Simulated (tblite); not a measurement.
# C2H4AlCl3S: the cost of one run

Programs: tblite 0.8.0 and PySCF 2.14.0. All values are calculated, for the isolated system unless a continuum is named. Atoms count from 0, parts from 1.

## (1) The system as given

11 atoms, charge 0, multiplicity 1; geometry: rigid parts in contact. Parts: 1 = atoms 0–3, `[Cl][Al]([Cl])[Cl]`, charge 0; 2 = atoms 4–10, `C1CS1`, charge 0.

## (2) Docking the parts with GFN2-xTB

The job: settings as JSON, then the geometry in Å.

```
{"job": {"kind": "dock", "xc": "GFN2-xTB", "basis": "xTB"}, "charge": 0, "multiplicity": 1, "parts": [{"atoms": "0-3", "charge": 0, "multiplicity": 1}, {"atoms": "4-10", "charge": 0, "multiplicity": 1}]}
Cl     1.708806    -0.794964     0.757514
Al     0.001203    -0.000923     0.000278
Cl    -1.225162    -1.133816    -1.154400
Cl    -0.484847     1.929703     0.396608
C      3.500357    -0.895888    -2.374547
C      2.200964    -1.603117    -2.324817
S      2.067500     0.191486    -2.340561
H      4.114059    -0.872747    -1.484336
H      4.055143    -0.893216    -3.302978
H      1.843276    -2.096424    -3.218502
H      1.901527    -2.076396    -1.399487
```

Level: GFN2-xTB search for minima from random contacts, gas phase.

Run with:

```console
$ OMP_NUM_THREADS=1 python cluster_run.py task.json out
```

The driver reads the jobs from task.json and runs them one after another.

Q: Estimate the wall time of this first job on 1 thread of AMD EPYC 7R13, shared host.

About 16 s.
